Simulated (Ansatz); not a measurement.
# Bi2Pd: the cost of one run

Computed, not measured: Ansatz 0.2.0, DFT, r2SCAN, no spin polarisation, plane waves, PAW.

### Step 1. Geometry

Symmetry: I4/mmm, No. 139, tetragonal system. The conventional cell has a = 3.357 Å, b = 3.357 Å, c = 12.964 Å, α = 90.00°, β = 90.00°, γ = 90.00°. Pd (site symmetry 4/mmm) is surrounded by 8 Bi at 2.96 Å and 4 Pd at 3.36 Å. Bi (site symmetry 4mm) is surrounded by 4 Pd at 2.96 Å and 4 Bi at 3.36 Å.

Symmetry-reduced, conventional setting; the input below types the cell that was run:

```cif
data_structure
_symmetry_space_group_name_H-M 'I4/mmm'
_symmetry_Int_Tables_number 139
_cell_length_a 3.3571
_cell_length_b 3.3571
_cell_length_c 12.9639
_cell_angle_alpha 90.000
_cell_angle_beta 90.000
_cell_angle_gamma 90.000
_cell_volume 146.10
loop_
_atom_site_label
_atom_site_type_symbol
_atom_site_symmetry_multiplicity
_atom_site_Wyckoff_symbol
_atom_site_fract_x
_atom_site_fract_y
_atom_site_fract_z
_atom_site_occupancy
Pd1 Pd 2 a 0.00000 0.00000 0.00000 1
Bi1 Bi 4 e 0.00000 0.00000 0.36300 1
```

The first density is read from a saved solution for the starting cell.

### Step 2. Relaxing

input.yaml reads:

```yaml
crystal:
  lattice:
    - [-1.67853088, 1.67853088, 6.48196501]
    - [1.67853088, -1.67853088, 6.48196501]
    - [1.67853088, 1.67853088, -6.48196501]
  atoms:
    - { symbol: Pd, position: [0.0, 0.0, 0.0] }
    - { symbol: Bi, position: [0.363, 0.363, 0.0] }
    - { symbol: Bi, position: [0.637, 0.637, 0.0] }
  symmetry: { tolerance: 0.0003 }
kpoints:
  mp_grid: { grid: [9, 9, 9], shift: [0, 0, 0] }
magnetization:
  spin_polarized: false
scf:
  occupations: { method: fermi_dirac, width: 0.0126 }
  lower_state_search: "off"
hamiltonian:
  pseudopotentials: { kind: paw }
  xc: r2scan
basis:
  ecutwfc: 500
  fft_grid_basis: typed
relax:
  max_steps: 60
  cell: { p_target: 5.0 }
output:
  forces: true
  stress: true
  eigenvalues: true
  bader: true
  populations: true
  elf: true
  write_potential: true
  volumetric_format: npy
  dos:
    e_range: [-12, 8]
    de: 0.05
    projected: { site_lists: { Bi: [Bi], Pd: [Pd] } }
checkpoint:
  read: saved_state
```

Command:

```
$ ansatz run input.yaml --threads 2 --pin off --max-ram 3584MiB --backend cpu --events-out ev --progress --plain --runs-dir out
```

What time and memory should one allow on 2 threads of Arm Neoverse V1, shared host?

About 1.7 min, with a peak of 1.2 GiB.
